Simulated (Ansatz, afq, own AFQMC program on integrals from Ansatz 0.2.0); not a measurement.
# SiH₂Br (doublet): quantum Monte Carlo beside coupled cluster at distance Br1–H2 along a hydrogen transfer = 2.230 Å, cc-pVTZ, part 2 of 2

Ansatz 0.2.0, Gaussian basis, and an in-house AFQMC program (afq) on its integrals; all values are calculated; cc-pVTZ, frozen cores. The steps go on from the part before.

## (12) Phaseless AFQMC, CISD trial on UHF

It reads the integrals that the CCSD(T) run on this determinant wrote.

Command:

```console
afq ham --method phaseless --trial cisd --walkers 1500 --populations 20 --least-time 60 --time-step 0.005 --steps-per-block 50 --equilibration-blocks 28 --max-blocks 4000 --target-error 0.00021 --factor-cut 1e-05 --start spin_pure --seed 1229 --release-times 0.24,0.51,0.99,1.62,2.4 --release-step 0.03 --release-every 3 --taylor-order 6
```

The log of the run:

```text
orbitals 86  electrons 7 6  factors 564 of 636
reference energy -2862.47230627 Eh
CCSD correlation -0.28976896 Eh in 26 cycles, weight of the determinant in the CISD state 0.6941
energy of the start -2862.706001 Eh
 block  time / (1/Eh)  mean weight  energy / Eh
     1     0.250  1.0006  -2862.729492
     2     0.500  1.0002  -2862.744666
     3     0.750  0.9998  -2862.752999
     4     1.000  0.9999  -2862.760098
     5     1.250  1.0000  -2862.764123
     6     1.500  1.0004  -2862.766670
     7     1.750  0.9999  -2862.768090
     8     2.000  1.0000  -2862.769685
     9     2.250  1.0003  -2862.768412
    10     2.500  1.0002  -2862.772316
    11     2.750  0.9999  -2862.771932
    16     4.000  1.0004  -2862.772713
    21     5.250  1.0007  -2862.772142
    26     6.500  0.9998  -2862.775208
    31     7.750  0.9997  -2862.774591
    36     9.000  0.9995  -2862.772540
    41    10.250  1.0004  -2862.773607
    46    11.500  1.0002  -2862.773385
    51    12.750  0.9998  -2862.773702
    56    14.000  1.0002  -2862.772793
    61    15.250  0.9995  -2862.774380
    66    16.500  0.9995  -2862.774467
    71    17.750  1.0001  -2862.774199
    76    19.000  1.0001  -2862.775319
    81    20.250  0.9994  -2862.773364
    86    21.500  0.9995  -2862.772744
    91    22.750  0.9995  -2862.772477
    96    24.000  0.9999  -2862.772490
   101    25.250  1.0005  -2862.774368
   106    26.500  1.0002  -2862.775017
   111    27.750  0.9992  -2862.772093
   116    29.000  1.0006  -2862.772703
   121    30.250  0.9994  -2862.773450
   126    31.500  0.9997  -2862.772927
   131    32.750  1.0002  -2862.773376
   136    34.000  1.0001  -2862.771589
   141    35.250  0.9993  -2862.771520
   146    36.500  0.9998  -2862.774540
   151    37.750  1.0002  -2862.772438
   156    39.000  0.9998  -2862.771119
   161    40.250  0.9996  -2862.773003
   166    41.500  0.9999  -2862.774406
   171    42.750  1.0002  -2862.769814
   176    44.000  1.0002  -2862.774525
   181    45.250  1.0002  -2862.771782
   186    46.500  0.9994  -2862.770867
   191    47.750  1.0000  -2862.772333
   196    49.000  1.0001  -2862.774159
   201    50.250  0.9996  -2862.773434
   206    51.500  0.9999  -2862.773967
   211    52.750  1.0003  -2862.772909
error from the spread of 20 populations
released: time / (1/Eh)  energy / Eh  error  mean overlap
  0.24  -2862.773782  0.000213  0.9986
  0.51  -2862.774108  0.000180  0.9983
  0.99  -2862.774664  0.000252  0.9908
  1.62  -2862.775379  0.000456  0.9781
  2.40  -2862.775078  0.000330  0.9726
energy -2862.773345 +/- 0.000227 Eh
```

Wall time 4 min (1 × NVIDIA H100 80GB HBM3 with 2 threads of AMD EPYC 7R13 (Zen 3), shared host); peak host memory 1.8 GiB.

Energy -77900.0312 ± 0.0062 eV. Caveats: constraint bias not in the error.

## (13) Phaseless AFQMC, single-determinant trial on UHF

It reads the integrals that the CCSD(T) run on this determinant wrote.

Command:

```console
afq ham --method phaseless --trial hf --walkers 1500 --populations 20 --least-time 40 --time-step 0.005 --steps-per-block 20 --equilibration-blocks 112 --max-blocks 4000 --target-error 0.0010500000000000002 --factor-cut 1e-05 --start spin_pure --seed 714 --taylor-order 6
```

The log of the run:

```text
orbitals 86  electrons 7 6  factors 564 of 636
reference energy -2862.47230627 Eh
CCSD correlation -0.28976896 Eh in 26 cycles, weight of the determinant in the CISD state 0.6941
energy of the start -2862.477014 Eh
 block  time / (1/Eh)  mean weight  energy / Eh
     1     0.100  1.0013  -2862.537949
     2     0.200  1.0019  -2862.583959
     3     0.300  1.0017  -2862.616772
     4     0.400  1.0020  -2862.644089
     5     0.500  1.0012  -2862.664141
     6     0.600  1.0015  -2862.683127
     7     0.700  1.0015  -2862.697309
     8     0.800  1.0006  -2862.708217
     9     0.900  1.0008  -2862.716892
    10     1.000  1.0005  -2862.723799
    11     1.100  1.0005  -2862.730405
    16     1.600  1.0004  -2862.759603
    21     2.100  1.0000  -2862.767130
    26     2.600  0.9998  -2862.769721
    31     3.100  1.0001  -2862.769688
    36     3.600  0.9999  -2862.768880
    41     4.100  0.9990  -2862.769626
    46     4.600  1.0002  -2862.778888
    51     5.100  0.9999  -2862.772835
    56     5.600  0.9999  -2862.774964
    61     6.100  1.0002  -2862.773483
    66     6.600  0.9997  -2862.773519
    71     7.100  1.0003  -2862.774358
    76     7.600  1.0000  -2862.779010
    81     8.100  1.0004  -2862.772298
    86     8.600  0.9995  -2862.773086
    91     9.100  1.0004  -2862.776624
    96     9.600  1.0001  -2862.772362
   101    10.100  0.9998  -2862.767493
   106    10.600  1.0002  -2862.772411
   111    11.100  0.9990  -2862.765511
   116    11.600  1.0002  -2862.773531
   121    12.100  0.9995  -2862.778679
   126    12.600  0.9996  -2862.774482
   131    13.100  0.9993  -2862.777152
   136    13.600  0.9991  -2862.775854
   141    14.100  0.9999  -2862.777531
   146    14.600  0.9994  -2862.776971
   151    15.100  0.9999  -2862.769337
   156    15.600  0.9998  -2862.768020
   161    16.100  1.0001  -2862.765509
   166    16.600  1.0001  -2862.768778
   171    17.100  0.9998  -2862.773481
   176    17.600  0.9998  -2862.784615
   181    18.100  0.9996  -2862.775291
   186    18.600  0.9996  -2862.776022
   191    19.100  1.0005  -2862.772738
   196    19.600  0.9999  -2862.764213
   201    20.100  1.0004  -2862.768067
   206    20.600  1.0004  -2862.770350
   211    21.100  0.9993  -2862.769336
   216    21.600  0.9997  -2862.768672
   221    22.100  1.0001  -2862.767140
   226    22.600  0.9997  -2862.771162
   231    23.100  1.0003  -2862.771400
error from the spread of 20 populations
energy -2862.771854 +/- 0.000989 Eh
```

Wall time 26 s (1 × NVIDIA H100 80GB HBM3 with 2 threads of AMD EPYC 7R13 (Zen 3), shared host); peak host memory 1.8 GiB.

Energy -77899.9906 ± 0.0269 eV. Caveats: constraint bias not in the error.

## (14) CCSD(T) on ROHF

in.yaml reads:

```yaml
crystal:
  periodic: [false, false, false]
  atoms:
    - {symbol: Br, position_ang: [-2.491609, 0.369878, 0.000000]}
    - {symbol: H, position_ang: [-0.261609, 0.369878, 0.000000]}
    - {symbol: Si, position_ang: [1.178391, 0.369878, 0.000000]}
    - {symbol: H, position_ang: [1.574826, -1.109635, 0.000000]}
basis:
  gaussian: {orbitals: cc-pVTZ}
magnetization: {spin_polarized: false, initial_magnetization: 1}
correlation: {method: ccsd_t, electrons: outside_noble_gas, hamiltonian_folder: ham}
```

Command:

```console
ansatz run in.yaml --threads 1 --pin off --events-out ev --progress --plain --max-ram 16896MiB --backend cuda --devices 0, --max-vram 18GiB
```

The log of the run, cut to the lines that bear on the results:

```text
Functional definition: HF
  name "HF"
  cite "Fock, Z. Phys. 61, 126 (1930) doi:10.1007/BF01340294"
  parent pbe
[...]
636 factors; integrals over basis functions are off by at most 1.2e-3 eV
[...]
mean field -77891.49706656 eV, -2862.4597204430 hartree, gradient 9.3e-6 eV, S^2 0.750000; 15 other end points of the search recorded, 0 dependent functions left out
[...]
determinant -77891.49706656 eV, -2862.4597204430 hartree, with singles and doubles -77899.84602862 eV, -2862.7665391396 hartree
determinant -77891.01898118 eV, -2862.4421511293 hartree, with singles and doubles -77899.29127223 eV, -2862.7461522182 hartree
determinant -77890.99444688 eV, -2862.4412495105 hartree, with singles and doubles -77899.26671481 eV, -2862.7452497497 hartree
determinant -77888.92037677 eV, -2862.3650288400 hartree, with singles and doubles -77898.48266016 eV, -2862.7164362730 hartree
determinant -77891.33470938 eV, -2862.4537539270 hartree, with singles and doubles -77899.84824173 eV, -2862.7666204698 hartree
determinant -77891.33470938 eV, -2862.4537539270 hartree, with singles and doubles -77899.73872831 eV, -2862.7625959260 hartree
determinant -77891.49706656 eV, -2862.4597204430 hartree, with singles and doubles -77899.74082589 eV, -2862.7626730107 hartree
unrestricted determinant -77891.83954438 eV, -2862.4723062710 hartree, S^2 1.2844
19 core orbitals not correlated: weight in the atoms' cores, before any rotation towards them, 1.000 or more for the frozen orbitals, at most 0.000 for the correlated occupied ones
reference -77891.49706656 eV, -2862.4597204430 hartree; 7, 6 occupied and 79, 80 virtual orbitals, 636 factors
second order -6.91812913 eV of doubles, -0.08713801 eV of singles
cycle   1  -8.24375818 eV  change    1.2e-6 eV  update   3.7e-6
perturbative correction -0.26794426 eV, -0.0098467698 hartree
Total energy: -77900.00876900 eV, -2862.7725197382 hartree
```

It took 9 s on 1 × NVIDIA H100 80GB HBM3 with 1 thread of AMD EPYC 7R13 (Zen 3), shared host; peak host memory 1.8 GiB.

From the report: correlation -8.5117 eV; T1 0.029; largest double amplitude 0.11.

This run also writes the integrals to the folder ham.

## (15) CCSDT(Q) on ROHF

Edit in.yaml of step 14 so:

```diff
@@ -10,2 +10,2 @@
 magnetization: {spin_polarized: false, initial_magnetization: 1}
-correlation: {method: ccsd_t, electrons: outside_noble_gas, hamiltonian_folder: ham}
+correlation: {method: ccsdt_q, electrons: outside_noble_gas}
```

Launched as before.

The log of the run, cut to the lines that bear on the results:

```text
Functional definition: HF
  name "HF"
  cite "Fock, Z. Phys. 61, 126 (1930) doi:10.1007/BF01340294"
  parent pbe
[...]
1214 factors; integrals over basis functions are off by at most 2.6e-7 eV
[...]
mean field -77891.49710701 eV, -2862.4597219295 hartree, gradient 6.9e-6 eV, S^2 0.750000; 15 other end points of the search recorded, 0 dependent functions left out
[...]
determinant -77891.49710701 eV, -2862.4597219295 hartree, with singles and doubles -77899.84609842 eV, -2862.7665417047 hartree
determinant -77891.01901558 eV, -2862.4421523935 hartree, with singles and doubles -77899.29133863 eV, -2862.7461546586 hartree
determinant -77890.99448082 eV, -2862.4412507579 hartree, with singles and doubles -77899.26678000 eV, -2862.7452521456 hartree
determinant -77888.92042456 eV, -2862.3650305961 hartree, with singles and doubles -77898.48273674 eV, -2862.7164390870 hartree
determinant -77891.33474951 eV, -2862.4537554014 hartree, with singles and doubles -77899.84831135 eV, -2862.7666230285 hartree
determinant -77891.33474951 eV, -2862.4537554014 hartree, with singles and doubles -77899.73876814 eV, -2862.7625973898 hartree
determinant -77891.49710701 eV, -2862.4597219295 hartree, with singles and doubles -77899.74086589 eV, -2862.7626744806 hartree
unrestricted determinant -77891.83958702 eV, -2862.4723078379 hartree, S^2 1.2844
19 core orbitals not correlated: weight in the atoms' cores, before any rotation towards them, 1.000 or more for the frozen orbitals, at most 0.000 for the correlated occupied ones
reference -77891.49710701 eV, -2862.4597219295 hartree; 7, 6 occupied and 79, 80 virtual orbitals, 1214 factors
second order -6.91816644 eV of doubles, -0.08713800 eV of singles
cycle   1  -7.87332438 eV  change   -8.7e-1 eV  update   9.1e-2
[...]
cycle  33  -8.55379064 eV  change   -1.3e-6 eV  update   1.6e-6
perturbative correction -0.01137837 eV, -0.0004181475 hartree
Total energy: -77900.06227602 eV, -2862.7744860850 hartree
```

Run time: 39 s. Hardware: 1 × NVIDIA H100 80GB HBM3 with 1 thread of AMD EPYC 7R13 (Zen 3), shared host; peak host memory 1.8 GiB.

From the report: correlation -8.5652 eV; T1 0.033; largest double amplitude 0.12.

## (16) Phaseless AFQMC, CISD trial on ROHF

It reads the integrals that the CCSD(T) run on this determinant wrote.

Command:

```console
afq ham --method phaseless --trial cisd --walkers 1500 --populations 20 --least-time 60 --time-step 0.005 --steps-per-block 50 --equilibration-blocks 28 --max-blocks 4000 --target-error 0.00021 --factor-cut 1e-05 --start spin_pure --seed 1229 --release-times 0.24,0.51,0.99,1.62,2.4 --release-step 0.03 --release-every 3 --taylor-order 6
```

The log of the run:

```text
orbitals 86  electrons 7 6  factors 564 of 636
reference energy -2862.45972044 Eh
CCSD correlation -0.30295232 Eh in 20 cycles, weight of the determinant in the CISD state 0.8322
energy of the start -2862.762671 Eh
 block  time / (1/Eh)  mean weight  energy / Eh
     1     0.250  1.0002  -2862.756842
     2     0.500  0.9997  -2862.759189
     3     0.750  0.9994  -2862.762270
     4     1.000  0.9996  -2862.764855
     5     1.250  0.9997  -2862.766557
     6     1.500  1.0002  -2862.767693
     7     1.750  0.9998  -2862.769463
     8     2.000  1.0002  -2862.770413
     9     2.250  1.0003  -2862.770562
    10     2.500  1.0001  -2862.772667
    13     3.250  1.0001  -2862.772529
    16     4.000  1.0005  -2862.772975
    19     4.750  1.0002  -2862.773272
    22     5.500  1.0000  -2862.773109
    25     6.250  0.9999  -2862.773220
    28     7.000  1.0002  -2862.773959
    31     7.750  0.9995  -2862.774934
    34     8.500  0.9997  -2862.773141
    37     9.250  1.0000  -2862.772407
    40    10.000  1.0002  -2862.772715
    43    10.750  0.9997  -2862.773517
    46    11.500  1.0000  -2862.775264
    49    12.250  0.9998  -2862.775276
    52    13.000  0.9998  -2862.776270
    55    13.750  0.9997  -2862.774172
    58    14.500  0.9994  -2862.775030
    61    15.250  0.9996  -2862.774764
    64    16.000  0.9996  -2862.774300
    67    16.750  1.0004  -2862.772949
    70    17.500  1.0003  -2862.773093
    73    18.250  0.9998  -2862.775087
    76    19.000  1.0006  -2862.772176
    79    19.750  1.0008  -2862.771847
    82    20.500  0.9993  -2862.772120
    85    21.250  0.9997  -2862.771670
    88    22.000  1.0002  -2862.770039
    91    22.750  0.9996  -2862.773062
    94    23.500  1.0000  -2862.774118
    97    24.250  0.9996  -2862.776078
   100    25.000  1.0001  -2862.773093
   103    25.750  1.0002  -2862.773888
   106    26.500  1.0001  -2862.773987
   109    27.250  1.0003  -2862.772723
   112    28.000  0.9995  -2862.774357
   115    28.750  0.9996  -2862.774385
   118    29.500  0.9996  -2862.772766
   121    30.250  0.9993  -2862.772849
   124    31.000  1.0000  -2862.772736
   127    31.750  1.0005  -2862.774468
   130    32.500  0.9997  -2862.773279
   133    33.250  1.0003  -2862.773648
   136    34.000  1.0002  -2862.773610
error from the spread of 20 populations
released: time / (1/Eh)  energy / Eh  error  mean overlap
  0.24  -2862.774110  0.000217  0.9965
  0.51  -2862.773923  0.000300  0.9972
  0.99  -2862.774405  0.000195  0.9921
  1.62  -2862.774772  0.000267  0.9769
  2.40  -2862.774646  0.000232  0.9719
energy -2862.773514 +/- 0.000222 Eh
```

It took 4 min on 1 × NVIDIA H100 80GB HBM3 with 2 threads of AMD EPYC 7R13 (Zen 3), shared host; peak host memory 1.8 GiB.

Energy -77900.0358 ± 0.0060 eV. Caveats: constraint bias not in the error.

## (17) Phaseless AFQMC, single-determinant trial on ROHF

It reads the integrals that the CCSD(T) run on this determinant wrote.

Command:

```console
afq ham --method phaseless --trial hf --walkers 1500 --populations 20 --least-time 40 --time-step 0.005 --steps-per-block 20 --equilibration-blocks 112 --max-blocks 4000 --target-error 0.0010500000000000002 --factor-cut 1e-05 --start spin_pure --seed 714 --taylor-order 6
```

The log of the run:

```text
orbitals 86  electrons 7 6  factors 564 of 636
reference energy -2862.45972044 Eh
CCSD correlation -0.30295232 Eh in 20 cycles, weight of the determinant in the CISD state 0.8322
energy of the start -2862.459744 Eh
 block  time / (1/Eh)  mean weight  energy / Eh
     1     0.100  1.0013  -2862.522437
     2     0.200  1.0019  -2862.569936
     3     0.300  1.0017  -2862.602998
     4     0.400  1.0020  -2862.631245
     5     0.500  1.0015  -2862.653237
     6     0.600  1.0014  -2862.672297
     7     0.700  1.0016  -2862.688414
     8     0.800  1.0006  -2862.698492
     9     0.900  1.0009  -2862.708454
    10     1.000  1.0006  -2862.717520
    15     1.500  1.0004  -2862.743951
    22     2.200  1.0001  -2862.760016
    29     2.900  0.9998  -2862.761725
    36     3.600  0.9997  -2862.759639
    43     4.300  1.0005  -2862.764543
    50     5.000  1.0000  -2862.767282
    57     5.700  1.0001  -2862.773600
    64     6.400  1.0003  -2862.767461
    71     7.100  1.0002  -2862.775238
    78     7.800  0.9997  -2862.782009
    85     8.500  0.9998  -2862.772557
    92     9.200  0.9998  -2862.774536
    99     9.900  1.0002  -2862.774931
   106    10.600  1.0003  -2862.769127
   113    11.300  1.0005  -2862.770898
   120    12.000  1.0000  -2862.780176
   127    12.700  0.9999  -2862.777372
   134    13.400  1.0000  -2862.773608
   141    14.100  0.9995  -2862.774824
   148    14.800  0.9998  -2862.787023
   155    15.500  1.0002  -2862.783388
   162    16.200  1.0002  -2862.772635
   169    16.900  1.0006  -2862.778039
   176    17.600  0.9998  -2862.779598
   183    18.300  1.0004  -2862.769594
   190    19.000  0.9999  -2862.767757
   197    19.700  1.0004  -2862.768368
   204    20.400  1.0002  -2862.771085
   211    21.100  0.9999  -2862.769092
   218    21.800  1.0007  -2862.764202
   225    22.500  1.0006  -2862.763108
   232    23.200  1.0007  -2862.772281
   239    23.900  1.0001  -2862.773935
   246    24.600  0.9999  -2862.767265
   253    25.300  1.0000  -2862.771652
   260    26.000  0.9998  -2862.771920
   267    26.700  1.0006  -2862.770571
   274    27.400  1.0000  -2862.772733
   281    28.100  0.9999  -2862.773055
   288    28.800  0.9999  -2862.775699
   295    29.500  1.0004  -2862.766293
   302    30.200  0.9997  -2862.774241
error from the spread of 20 populations
energy -2862.772767 +/- 0.001029 Eh
```

Wall time 66 s (1 × NVIDIA H100 80GB HBM3 with 2 threads of AMD EPYC 7R13 (Zen 3), shared host); peak host memory 1.8 GiB.

Energy -77900.0155 ± 0.0280 eV. Caveats: constraint bias not in the error.

## (18) All levels side by side

On the UHF determinant, counted from CCSDT(Q) (a yardstick, not exact):

| level | energy (eV) | from CCSDT(Q) (kJ/mol) | statistical error (kJ/mol) | time |
| --- | --- | --- | --- | --- |
| HF | -77891.8395 | +793.5 |  |  |
| MP2 | -77898.3089 | +169.3 |  |  |
| CCSD | -77899.7246 | +32.7 |  |  |
| CCSD(T) | -77899.9939 | +6.7 |  |  |
| CCSDT(Q) | -77900.0635 | 0.0 |  |  |
| Phaseless AFQMC, CISD trial, step 0.005, 1500 walkers | -77900.0312 | +3.1 | 0.6 | 4 min |
| Phaseless AFQMC, single-determinant trial, step 0.005, 1500 walkers | -77899.9906 | +7.0 | 2.6 | 26 s |

On the ROHF determinant, counted from CCSDT(Q) (a yardstick, not exact):

| level | energy (eV) | from CCSDT(Q) (kJ/mol) | statistical error (kJ/mol) | time |
| --- | --- | --- | --- | --- |
| HF | -77891.4971 | +826.4 |  |  |
| MP2 | -77898.5023 | +150.5 |  |  |
| CCSD | -77899.7408 | +31.0 |  |  |
| CCSD(T) | -77900.0088 | +5.2 |  |  |
| CCSDT(Q) | -77900.0623 | 0.0 |  |  |
| Phaseless AFQMC, CISD trial, step 0.005, 1500 walkers | -77900.0358 | +2.6 | 0.6 | 4 min |
| Phaseless AFQMC, single-determinant trial, step 0.005, 1500 walkers | -77900.0155 | +4.5 | 2.7 | 66 s |

The functionals' totals stand on their own zeros and serve differences with other points: PBE -77940.120 eV; r2SCAN -77953.464 eV; PBE0 -77943.161 eV; B3LYP -77956.346 eV; wB97M-V -77949.987 eV; B2PLYP -77939.955 eV.

## (19) Results

What follows sums up all 2 parts.

| quantity | value |
| --- | --- |
| CCSD(T) on UHF from CCSDT(Q) | +6.7 kJ/mol |
| Phaseless AFQMC, CISD trial on UHF from CCSDT(Q) | +3.1 ± 0.6 kJ/mol |
| Phaseless AFQMC, single-determinant trial on UHF from CCSDT(Q) | +7.0 ± 2.6 kJ/mol |
| CCSD(T) on ROHF from CCSDT(Q) | +5.2 kJ/mol |
| Phaseless AFQMC, CISD trial on ROHF from CCSDT(Q) | +2.6 ± 0.6 kJ/mol |
| Phaseless AFQMC, single-determinant trial on ROHF from CCSDT(Q) | +4.5 ± 2.7 kJ/mol |

**Reading.** On UHF the phaseless walk with the CISD trial lies +3.1 kJ/mol from CCSDT(Q), 5 times its error bar. On ROHF the phaseless walk with the CISD trial lies +2.6 kJ/mol from CCSDT(Q), 4 times its error bar. Error bars are statistical and leave out the constraint, the time step and what remains of the start.
